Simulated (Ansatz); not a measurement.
## TiAl, space group P-6m2: Fermi-surface readings, step by step

Program: Ansatz's Python interface.

Run as a notebook:

**Cell 1**
```python
import ansatz as az
```

**Cell 2**
```python
lattice = az.Lattice.of(
    (2.867262, 0.0, 0.0),
    (-1.433631, 2.483122, 0.0),
    (0.0, 0.0, 4.678083),
)
sites = [
    ("Ti", (0.0, 0.0, 0.0)),
    ("Al", (1 / 3, 2 / 3, 0.5)),
]
xtal = az.Crystal(lattice=lattice)
for symbol, position in sites:
    xtal = xtal.atom(symbol, position)

base = xtal.calculation()
base = base.functional("pbesol")
base = base.basis(12 * az.Ha).kpoints(spacing=0.23)
base = base.occupations("cold", width=0.01)
base = base.mixing("broyden").eigenstates(nscf_kmesh=(12, 12, 8), level_slopes=True)
surface = base.run().fermi_surface().to_plain()
for way, reading in surface.items():
    if reading:
        rho_lambda = [f"{v:.3e}" for v in reading["resistivity_times_mean_free_path_ohm_m2"]]
        print(f"{way:24s} area {reading['spin_summed_area_per_ang2']:8.3f} 1/A^2  rho*lambda (ohm m^2) {rho_lambda}")
```
Output:
```text
DeckWarning: basis.ecutwfc = 326.536634951856 eV is below the records' recommended 420 eV, and the density's cutoff is lower with it unless basis.ecutrho_ratio is high enough to keep the records' density cutoff: compare with a run at a higher cutoff
by_tetrahedra            area   36.357 1/A^2  rho*lambda (ohm m^2) ['7.512e-16', '7.512e-16', '1.105e-15']
by_slopes                area   39.636 1/A^2  rho*lambda (ohm m^2) ['6.640e-16', '6.640e-16', '1.140e-15']
on_every_second_point    area   26.404 1/A^2  rho*lambda (ohm m^2) ['1.082e-15', '1.082e-15', '1.345e-15']
```

Caveats:
- These settings explore the input space; cutoff and mesh may be short of convergence.
- The cutoff lies under the one recommended for these potentials.
- For a metal this k-point mesh is coarse: on a finer one energies can move by several to tens of meV an atom and pressures by half a GPa or more, differences at one mesh by less.
- This cell is a computed structure, which may not be the phase found in nature.
- Warnings are shown shortened and without file and line.
- The three readings differ by the mesh error.
- Run time: 4 s on 1 thread of Arm Neoverse V2, on a shared host, peak memory 0.34 GiB.

(Lines on the test bed's own set-up are left out of the output.)
